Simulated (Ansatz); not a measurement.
# CrTeSe: the cost of one run

Code: Ansatz 0.2.0. PAW datasets, plane waves. Simulation only: spin-unpolarised, and no claim that this is the phase found in nature.

## (1) The cell

The unstrained cell was relaxed with r2SCAN; in each strained cell the atoms were relaxed again with r2SCAN. Names of k-points are those of the unstrained zone, where strain can split equivalent points. First state: no strain.

The sheet's in-plane cell has a = 3.367 Å, b = 3.367 Å (γ = 120.0°), and its outermost atoms lie 3.23 Å apart along the normal. Near Cr stand 3 Se at 2.42 Å and 3 Te at 2.64 Å; near Se stand 3 Cr at 2.42 Å; near Te stand 3 Cr at 2.64 Å.

As a file:

```cif
data_structure
_symmetry_space_group_name_H-M 'P 1'
_symmetry_Int_Tables_number 1
_cell_length_a 3.3672
_cell_length_b 3.3672
_cell_length_c 30.2706
_cell_angle_alpha 90.000
_cell_angle_beta 90.000
_cell_angle_gamma 120.000
_cell_volume 297.24
loop_
_atom_site_label
_atom_site_type_symbol
_atom_site_fract_x
_atom_site_fract_y
_atom_site_fract_z
_atom_site_occupancy
Cr1 Cr 0.00000 0.00000 0.30110 1
Se1 Se 0.33333 0.66667 0.34885 1
Te1 Te 0.66667 0.33333 0.24201 1
```
Periodic in the plane only; c spans the vacuum.

## (2) No strain: PBE

The input, input.yaml:

```yaml
crystal:
  lattice:
    - [3.3672456212, 0.0, 0.0]
    - [-1.6836228106, 2.9161202487, 0.0]
    - [0.0, 0.0, 30.2706176368]
  atoms:
    - { symbol: Cr, position: [0.0, 0.0, 0.3010974402] }
    - { symbol: Se, position: [0.3333333333, 0.6666666667, 0.3488485343] }
    - { symbol: Te, position: [0.6666666667, 0.3333333333, 0.2420080757] }
  periodic: [true, true, false]
kpoints:
  mp_grid: { grid: [12, 12, 1] }
  band_path:
    path:
      - [0.0, 0.0, 0.0]
      - [0.5, 0.0, 0.0]
      - [0.3333333333, 0.3333333333, 0.0]
      - [0.299479, 0.299479, 0.0]
    npoints: 1
hamiltonian:
  xc: pbe
scf:
  occupations: { method: fermi_dirac, width: 0.02 }
  n_extra_bands: 4
output:
  forces: true
  stress: true
  eigenvalues: true
```

Launch:

```sh
> ansatz run input.yaml --threads 4 --pin off --max-ram 5529MiB --backend cpu --events-out ev --progress --plain --runs-dir out
```

What time and memory should one allow on 4 threads of Arm Neoverse V1, shared host?

About 6 s, with a peak of 0.65 GiB.
